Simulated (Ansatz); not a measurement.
# TiNi: the cost of one run

Method: DFT r2SCAN, scalar-relativistic, plane waves, PAW, in Ansatz 0.2.0.

3 further runs of the same task are left out: 1 that didn't finish, 2 set aside as unsound or not needed.

## 1. The starting structure

Symmetry: Pm-3m, No. 221, cubic system. Conventional cell: a = 2.989 Å, b = 2.989 Å, c = 2.989 Å, α = 90.00°, β = 90.00°, γ = 90.00°. Ti (site symmetry m-3m) is surrounded by 8 Ni at 2.59 Å. Around Ni (site symmetry m-3m) lie 8 Ti at 2.59 Å.

Coordinates:

```
Ti Ni
1.0
     2.98858    0.00000    0.00000
     0.00000    2.98858    0.00000
     0.00000    0.00000    2.98858
Ti Ni
1 1
Cartesian
  1.4943 1.4943 1.4943
  0.0000 0.0000 0.0000
```

It goes back to an entry of the Materials Project, which need not be the stable form.

This cell was relaxed beforehand with the same method: volume 13.35 Å³/atom, gap on the mesh none (metal).

## 2. Electronic structure at the relaxed geometry

The input, input.yaml:

```yaml
crystal:
  lattice:
    - [2.9885840077, 0.0, 0.0]
    - [0.0, 2.9885840077, 0.0]
    - [0.0, 0.0, 2.9885840077]
  atoms:
    - { symbol: Ti, position: [0.5, 0.5, 0.5] }
    - { symbol: Ni, position: [0.0, 0.0, 0.0] }
basis:
  ecutwfc: 500
kpoints:
  mp_grid: { grid: [14, 14, 14] }
  band_path:
    path:
      - [[0.0, 0.0, 0.0], [0.0, 0.5, 0.0], [0.5, 0.5, 0.0], [0.0, 0.0, 0.0], [0.5, 0.5, 0.5], [0.0, 0.5, 0.0]]
      - [[0.5, 0.5, 0.5], [0.5, 0.5, 0.0]]
    npoints: 14
hamiltonian:
  xc: r2scan
scf:
  occupations: { method: gaussian, width: 0.1 }
  n_extra_bands: 6
output:
  forces: true
  stress: true
  eigenvalues: true
  populations: true
  dos: { projected: true, de: 0.02, nscf_kmesh: { grid: [21, 21, 21] } }
  bader: true
checkpoint:
  read: start.run
  write: ck
  compress: false
  write_wavefunctions: false
  write_every: 100000
```

The run is started by

```sh
ansatz run input.yaml --threads 1 --pin off --max-ram 2560MiB --backend cpu --events-out ev --progress --plain --runs-dir out
```

Q: Estimate wall time and peak memory on 1 thread of AMD EPYC 7B13 (Zen 3), shared host.

About 23 s, with a peak of 0.5 GiB.
